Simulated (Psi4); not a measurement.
**SnNH4Cl (SMILES [NH2][SnH2][Cl]): levels of theory compared**

Wanted: a comparison of 5 runs (B3LYP/def2-SVP, CAM-B3LYP/def2-SVP, M06-2X/def2-SVP, wB97M-V/def2-SVP, wB97X/def2-SVP) of SnNH4Cl. 

The calculation is run with Psi4 1.11.

### 1 The structure to begin with

The species is SnNH4Cl (7 atoms), meant as a singlet with charge 0. SMILES: `[NH2][SnH2][Cl]`. The N1–H4 distance was set to 1.312 Å, away from the relaxed value.

Bond lengths: N1–Sn2 2.002 Å, Sn2–Cl3 2.335 Å, N1–H5 1.009 Å, Sn2–H6 1.700 Å, Sn2–H7 1.700 Å. Angles: N1–Sn2–Cl3 106.6°, N1–Sn2–H6 110.9°, N1–Sn2–H7 110.9°, Cl3–Sn2–H6 105.3°, Cl3–Sn2–H7 105.3°, Sn2–N1–H5 116.4°, H6–Sn2–H7 117.0°. A long bond or contact: N1–H4 1.312 Å.

### 2 Energy and forces at B3LYP/def2-SVP (core potential) (run 1)

The input, clh4nsn.xyz:

```xyz
7
ClH4NSn
N     -0.723573    -0.171790    -0.915816
Sn     0.811527    -0.110290     0.368484
Cl     1.095627    -2.285190     1.170384
H     -1.803500     0.485500    -0.566500
H     -0.507173     0.013510    -1.883616
H      0.422027     0.825110     1.733984
H      2.261627     0.265110    -0.436316
```

The input, run_ase.py:

```python
import numpy as np
from ase.calculators.psi4 import Psi4
from ase.io import read

atoms = read('clh4nsn.xyz')
calc = Psi4(atoms=atoms, method='b3lyp', basis='def2-SVP', memory='2200MB', num_threads=1, charge=0, multiplicity=1, label='calc')
calc.psi4.set_options({'puream': True, 'e_convergence': 1e-09, 'd_convergence': 1e-08, 'scf_type': 'pk', 'dft_radial_points': 99, 'dft_spherical_points': 590})
atoms.calc = calc

forces = atoms.get_forces()
print(f'energy: {atoms.get_potential_energy():.6f} eV')
print('forces / eV A^-1')
print(np.round(forces, 5))
```

Run with:

```bash
$ python run_ase.py
```

calc.dat:

```text
[...]
    !!!  WARNING: ECP capability is in beta. Please check occupations closely.  !!!
[...]
  Running in c1 symmetry.
[...]
  Nuclear repulsion =  185.551511792678667
[...]
  Multiplicity = 1
[...]
  Nalpha       = 25
  Nbeta        = 25
[...]
    Number of basis functions: 78
[...]
   @RKS iter   1:  -731.19474181711064   -1.26873e+00   1.08446e-02 DIIS/ADIIS
[...]
   @RKS iter  11:  -731.53569314212768   -1.26192e-11   9.39615e-09 DIIS
[...]
    Orbital Energies [Eh]
    ---------------------
    Doubly Occupied:
       1A   -101.467587     2A    -14.335016     3A     -9.422027
       4A     -7.188651     5A     -7.182258     6A     -7.182154
       7A     -5.124952     8A     -3.468158     9A     -3.465301
      10A     -3.464582    11A     -1.056232    12A     -1.052824
      13A     -1.050325    14A     -1.046969    15A     -1.046174
      16A     -0.798581    17A     -0.774984    18A     -0.520231
      19A     -0.445896    20A     -0.373932    21A     -0.352667
      22A     -0.349063    23A     -0.294629    24A     -0.290720
      25A     -0.256955
[...]
  @RKS Final Energy:  -731.53569314212768
   => Energetics <=
    Nuclear Repulsion Energy =            185.5515117926786672
    One-Electron Energy =               -1458.7682744293201722
    Two-Electron Energy =                 585.9144820960636935
    DFT Exchange-Correlation Energy =     -44.2334126015498654
    Empirical Dispersion Energy =           0.0000000000000000
    VV10 Nonlocal Energy =                  0.0000000000000000
    Total Energy =                       -731.5356931421276840
[...]
 Multipole Moments:
 ------------------------------------------------------------------------------------
     Multipole            Electronic (a.u.)      Nuclear  (a.u.)        Total (a.u.)
 ------------------------------------------------------------------------------------
 L = 1.  Multiply by 2.5417464519 to convert [e a0] to [Debye]
 Dipole X            :          8.4763155           -8.7087946           -0.2324791
 Dipole Y            :         27.2212501          -25.9331485            1.2881016
 Dipole Z            :         -0.2612792           -0.2401860           -0.5014652
 Magnitude           :                                                    1.4016845
[...]
  -Total Gradient:
     Atom            X                  Y                   Z
    ------   -----------------  -----------------  -----------------
       1        0.095220466323    -0.043865179237    -0.030711458626
       2       -0.004115254059    -0.009538645569    -0.004618215069
       3       -0.001712357667     0.012580780470    -0.004567188615
       4       -0.089646558597     0.051081903186     0.031268378272
       5        0.003423196202    -0.005977854967     0.009422605105
       6        0.000481553944    -0.002728124423    -0.003009342659
       7       -0.003649413591    -0.001570562850     0.002214215070
[...]
```

The script printed:

```text
energy: -19906.100137 eV
forces / eV A^-1
[[-4.89643  2.25564  1.57925]
 [ 0.21161  0.4905   0.23748]
 [ 0.08805 -0.64693  0.23485]
 [ 4.60981 -2.62674 -1.60788]
 [-0.17603  0.30739 -0.48453]
 [-0.02476  0.14029  0.15475]
 [ 0.18766  0.08076 -0.11386]]
```

Run time: 9 s. Hardware: 1 thread of AMD EPYC 9R45 (Zen 5), shared host; peak memory 0.99 GiB.

### 3 Energy and forces at CAM-B3LYP/def2-SVP (core potential) (run 2)

The input, clh4nsn.in:

```
memory 2200 MB

molecule molecule1 {
  N     -1.36735480    -0.32463605    -1.73064142
  Sn     1.53356377    -0.20841789     0.69633384
  Cl     2.07043496    -4.31838324     2.21170522
  H     -3.40812107     0.91746203    -1.07052985
  H     -0.95841807     0.02553020    -3.55951836
  H      0.79751545     1.55923192     3.27675486
  H      4.27385563     0.50098529    -0.82451774
  units au
  symmetry c1
}

set globals {
  puream true
  e_convergence 1e-09
  d_convergence 1e-08
  scf_type pk
  dft_radial_points 99
  dft_spherical_points 590
}

E = gradient('cam-b3lyp/def2-SVP')
```

Run with:

```bash
$ psi4 clh4nsn.in clh4nsn.out -n 1
```

clh4nsn.out, shortened:

```text
[...]
    !!!  WARNING: ECP capability is in beta. Please check occupations closely.  !!!
[...]
  Running in c1 symmetry.
[...]
  Nuclear repulsion =  185.551511936153190
[...]
  Multiplicity = 1
[...]
  Nalpha       = 25
  Nbeta        = 25
[...]
    Number of basis functions: 78
[...]
   @RKS iter   1:  -731.15568114000462   -1.57274e+00   9.51085e-03 DIIS/ADIIS
[...]
   @RKS iter  12:  -731.41435065385281   -4.32010e-12   4.98547e-09 DIIS
[...]
  @RKS Final Energy:  -731.41435065385281
   => Energetics <=
    Nuclear Repulsion Energy =            185.5515119361531902
    One-Electron Energy =               -1458.7053145652471358
    Two-Electron Energy =                 582.3990578679378132
    DFT Exchange-Correlation Energy =     -40.6596058926967459
    Empirical Dispersion Energy =           0.0000000000000000
    VV10 Nonlocal Energy =                  0.0000000000000000
    Total Energy =                       -731.4143506538528072
[...]
 Multipole Moments:
 ------------------------------------------------------------------------------------
     Multipole            Electronic (a.u.)      Nuclear  (a.u.)        Total (a.u.)
 ------------------------------------------------------------------------------------
 L = 1.  Multiply by 2.5417464519 to convert [e a0] to [Debye]
 Dipole X            :          8.4864485           -8.7087946           -0.2223461
 Dipole Y            :         27.2790988          -25.9331485            1.3459503
 Dipole Z            :         -0.2580435           -0.2401860           -0.4982295
 Magnitude           :                                                    1.4523266
[...]
  -Total Gradient:
     Atom            X                  Y                   Z
    ------   -----------------  -----------------  -----------------
       1        0.092456947858    -0.047652979270    -0.034570950251
       2       -0.001211135120    -0.005643374243    -0.003138862819
       3       -0.001020045482     0.006980915097    -0.002542192657
       4       -0.092655125327     0.053401569591     0.032007638950
       5        0.003650042280    -0.005060285991     0.008057789480
       6       -0.000255008371    -0.001098227717    -0.000535134531
       7       -0.000962973723    -0.000944038144     0.000721389275
[...]
```

Run time: 12 s. Hardware: 1 thread of AMD EPYC 9R45 (Zen 5), shared host; peak memory 1 GiB.

Runs 3 to 4 aren't shown in full; the table further down has their settings and results.

### 4 A single-point energy at wB97X/def2-SVP (core potential) (run 5)

The input, job.json:

```json
{
 "schema_name": "qcschema_input",
 "schema_version": 1,
 "molecule": {
  "schema_name": "qcschema_molecule",
  "schema_version": 2,
  "symbols": ["N", "Sn", "Cl", "H", "H", "H", "H"],
  "geometry": [-1.3673548, -0.32463605, -1.73064142, 1.53356377, -0.20841789, 0.69633384, 2.07043496, -4.31838324, 2.21170522, -3.40812107, 0.91746203, -1.07052985, -0.95841807, 0.0255302, -3.55951836, 0.79751545, 1.55923192, 3.27675486, 4.27385563, 0.50098529, -0.82451774],
  "molecular_charge": 0,
  "molecular_multiplicity": 1,
  "fix_symmetry": "c1"
 },
 "driver": "energy",
 "model": {
  "method": "wb97x",
  "basis": "def2-SVP"
 },
 "keywords": {
  "puream": true,
  "e_convergence": 1e-09,
  "d_convergence": 1e-08,
  "scf_type": "pk",
  "dft_radial_points": 99,
  "dft_spherical_points": 590,
  "scf_properties": ["MAYER_INDICES", "QUADRUPOLE", "MULLIKEN_CHARGES"]
 }
}
```

Run with:

```bash
$ psi4 --qcschema job.json -n 1 --memory 2200MB
```

stdout, shortened:

```text
[...]
    !!!  WARNING: ECP capability is in beta. Please check occupations closely.  !!!
[...]
  Running in c1 symmetry.
[...]
  Nuclear repulsion =  185.551511936153190
[...]
  Multiplicity = 1
[...]
  Nalpha       = 25
  Nbeta        = 25
[...]
    Number of basis functions: 78
[...]
   @RKS iter   1:  -731.25867020943986   -1.79476e+00   8.63695e-03 ADIIS/DIIS
[...]
   @RKS iter  12:  -731.47429066645645   -1.11413e-11   6.50042e-09 DIIS
[...]
  @RKS Final Energy:  -731.47429066645645
   => Energetics <=
    Nuclear Repulsion Energy =            185.5515119361531902
    One-Electron Energy =               -1458.6724097222645469
    Two-Electron Energy =                 581.3591956546861184
    DFT Exchange-Correlation Energy =     -39.7125885350312160
    Empirical Dispersion Energy =           0.0000000000000000
    VV10 Nonlocal Energy =                  0.0000000000000000
    Total Energy =                       -731.4742906664564543
[...]
 Multipole Moments:
 ------------------------------------------------------------------------------------
     Multipole            Electronic (a.u.)      Nuclear  (a.u.)        Total (a.u.)
 ------------------------------------------------------------------------------------
 L = 1.  Multiply by 2.5417464519 to convert [e a0] to [Debye]
 Dipole X            :          8.4878168           -8.7087946           -0.2209778
 Dipole Y            :         27.3318996          -25.9331485            1.3987511
 Dipole Z            :         -0.2645794           -0.2401860           -0.5047653
 Magnitude           :                                                    1.5033708
 L = 2.  Multiply by 1.3450342976 to convert [e a0^2] to [Debye ang]
 Quadrupole XX       :       -130.5447884           98.4880664          -32.0567220
 Quadrupole XY       :         56.8210338          -58.3427912           -1.5217574
[...]
  Mulliken Charges: (a.u.)
   Center  Symbol    Alpha    Beta     Spin     Total
       1     N     3.75667  3.75667  0.00000 -0.51333
       2    SN    10.64379 10.64379  0.00000  0.71241
       3    CL     8.66086  8.66086  0.00000 -0.32172
       4     H     0.40970  0.40970  0.00000  0.18060
       5     H     0.42800  0.42800  0.00000  0.14401
       6     H     0.55077  0.55077  0.00000 -0.10155
       7     H     0.55021  0.55021  0.00000 -0.10042
   Total alpha = 25.00000, Total beta = 25.00000, Total charge =  0.00000
  Mayer Bond Indices:
[...]
```

The result, in JSON:

```text
{
 "driver": "energy",
 "model": {
  "method": "wb97x",
  "basis": "def2-SVP"
 },
 "success": true,
 "return_result": -731.4742906664565,
 "properties": {
  "calcinfo_nbasis": 78,
  "calcinfo_nmo": 78,
  "calcinfo_nalpha": 25,
  "calcinfo_nbeta": 25,
  "calcinfo_natom": 7,
  "nuclear_repulsion_energy": 185.5515119361532,
  "return_energy": -731.4742906664565,
  "scf_one_electron_energy": -1458.6724097222645,
  "scf_two_electron_energy": 581.3591956546861,
  "scf_xc_energy": -39.712588535031216,
  "scf_dipole_moment": [-0.22097778081658248, 1.3987510943427992, -0.5047653333605608],
  "scf_total_energy": -731.4742906664565,
  "scf_iterations": 12
 }
}
```

Wall time 8.1 s (1 thread of AMD EPYC 9R45 (Zen 5), shared host); peak memory 1 GiB.

### 5 All runs side by side

| run | level | task | energy (Eh) | dipole moment (D) | HOMO energy (eV) | LUMO energy (eV) | wall time |
| --- | --- | --- | --- | --- | --- | --- | --- |
| 1 | B3LYP/def2-SVP (core potential) | gradient | -731.535693 | 3.56 | -6.99 | -0.80 | 9 s |
| 2 | CAM-B3LYP/def2-SVP (core potential) | gradient | -731.414351 | 3.69 | -8.66 | 0.55 | 12 s |
| 3 | M06-2X/def2-SVP (core potential) | gradient | -731.339003 | 3.83 | -8.70 | 0.50 | 18 s |
| 4 | wB97M-V/def2-SVP (core potential) | energy | -731.345462 | 3.69 | -9.61 | 1.43 | 60 s |
| 5 | wB97X/def2-SVP (core potential) | energy | -731.474291 | 3.82 | -9.73 | 1.67 | 8.1 s |

### 6 What came out

| quantity | value |
| --- | --- |
| run 5: total energy | -731.47429 Eh |
| run 5: dipole moment | 3.82 D |
| run 5: HOMO energy | -9.73 eV |
| run 5: LUMO energy | 1.67 eV |
| run 5: HOMO–LUMO gap | 11.40 eV |

What this shows: The dipole moment (its size) runs from 3.56 D (B3LYP/def2-SVP) to 3.83 D (M06-2X/def2-SVP). The HOMO–LUMO gap runs from 6.19 eV (B3LYP/def2-SVP) to 11.40 eV (wB97X/def2-SVP). Totals of different functionals can't be ranked against each other. All runs together took 1.8 min, the longest 60 s.
